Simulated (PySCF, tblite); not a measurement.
# C₅H₁₁BO₂S: geometry, infrared bands and NMR shifts

Wanted: the infrared bands and NMR shifts of C₅H₁₁BO₂S (`CCSB(O)CC(C)=O`), by calculation.

Computed with tblite 0.8.0 and PySCF 2.14.0, with density-fitted response routines of our own, on a single molecule in the gas phase. Atoms are numbered from 0 throughout.

## (1) The molecule as given

20 atoms, charge 0, multiplicity 1; geometry from: force field or distance geometry start.

Bonds of the start (Å): C0–C1 1.49, C1–S2 1.82, S2–B3 1.89, B3–O4 1.52, B3–C5 1.53, C5–C6 1.47, C6–C7 1.50, C6–O8 1.24, C0–H9 1.14, C0–H10 1.14, C0–H11 1.06, C1–H12 1.16, C1–H13 1.11, O4–H14 0.98, C5–H15 1.12, C5–H16 1.11, C7–H17 1.13, C7–H18 1.09, C7–H19 1.11.

## (2) Optimising the geometry with GFN2-xTB

What the job is given:

```
{"job": {"kind": "relax", "xc": "GFN2-xTB", "basis": "xTB"}, "charge": 0, "multiplicity": 1}
C     -3.751100     0.274000    -0.705600
C     -2.877300    -0.665100     0.042600
S     -1.429700     0.212100     0.706900
B      0.134200    -0.428600    -0.139600
O      0.568400    -1.743200     0.487100
C      1.230000     0.404400    -0.817600
C      2.298200     0.818700     0.105900
C      3.696300     0.270200     0.137900
O      2.058700     1.687200     0.960700
H     -3.776300     1.231100    -0.086900
H     -4.840400    -0.067600    -0.643700
H     -3.446900     0.495300    -1.701900
H     -2.468600    -1.444200    -0.706200
H     -3.389300    -1.269000     0.813600
H      1.192300    -1.489700     1.192800
H      1.670600    -0.200500    -1.647800
H      0.881100     1.344700    -1.288300
H      4.374300     1.075000    -0.266200
H      3.838400    -0.635400    -0.450900
H      4.031900     0.141400     1.185100
```

Command:

```bash
$ OMP_NUM_THREADS=1 python probes_run.py task.json out
```

The driver reads the jobs from task.json and runs them one after another.

**Question.** This job is followed by: GFN2-xTB harmonic vibrations, gas phase; GIAO PBE0/pcSseg-1 NMR shielding, non-relativistic, gas phase. Predict these results of the whole session: strongest single infrared mode (GFN2-xTB); zero-point energy (GFN2-xTB); 13C shifts against TMS (PBE0/pcSseg-1); 1H shifts against TMS (PBE0/pcSseg-1, means over atoms taken as alike); 33S shifts against CS2 (PBE0/pcSseg-1); 11B shifts against BF3·OEt2 (PBE0/pcSseg-1); 17O shifts against H2O (PBE0/pcSseg-1); surface potential, 1st and 99th percentile.

The runs gave:

| quantity | value |
| --- | --- |
| strongest single infrared mode (GFN2-xTB) | 1719 cm⁻¹, 330 km/mol |
| zero-point energy (GFN2-xTB) | 99.3 kcal/mol |
| 13C shifts against TMS (PBE0/pcSseg-1) | 220.2, 40.9, 35.5, 29.0, 20.2 ppm |
| 1H shifts against TMS (PBE0/pcSseg-1, means over atoms taken as alike) | 8.44, 2.77, 2.37, 2.28, 1.34 ppm |
| 33S shifts against CS2 (PBE0/pcSseg-1) | 3 ppm |
| 11B shifts against BF3·OEt2 (PBE0/pcSseg-1) | 42.3 ppm |
| 17O shifts against H2O (PBE0/pcSseg-1) | 627.4, 171.6 ppm |
| surface potential, 1st and 99th percentile | -1.36 V and 1.12 V |

**Reading.** The optimisation took 295 steps and gained 2.335 eV; among the close pairs (by a distance rule), B3–O4 changed most, from 1.520 to 1.332 Å. All 54 modes are real, so the xTB geometry is a minimum. The strongest single mode, at 1719 cm⁻¹, moves mainly C6 and O8. Unscaled tight-binding wavenumbers are off by several per cent, some by more. Its intensities can rank the bands wrongly. C6 (ketone carbonyl carbon) lies farthest downfield among carbon, at 220.2 ppm; the double bond to the heteroatom, with no lone-pair donor beside it, deshields it most. At PBE0/pcSseg-1: The widest tensor belongs to O8: span 1160 ppm, with a paramagnetic part of -697 ppm. By nearest atom (PBE0/pcSseg-1), the HOMO sits on S2 71 %; B3 7 % and the LUMO on C6 45 %; O8 26 %.
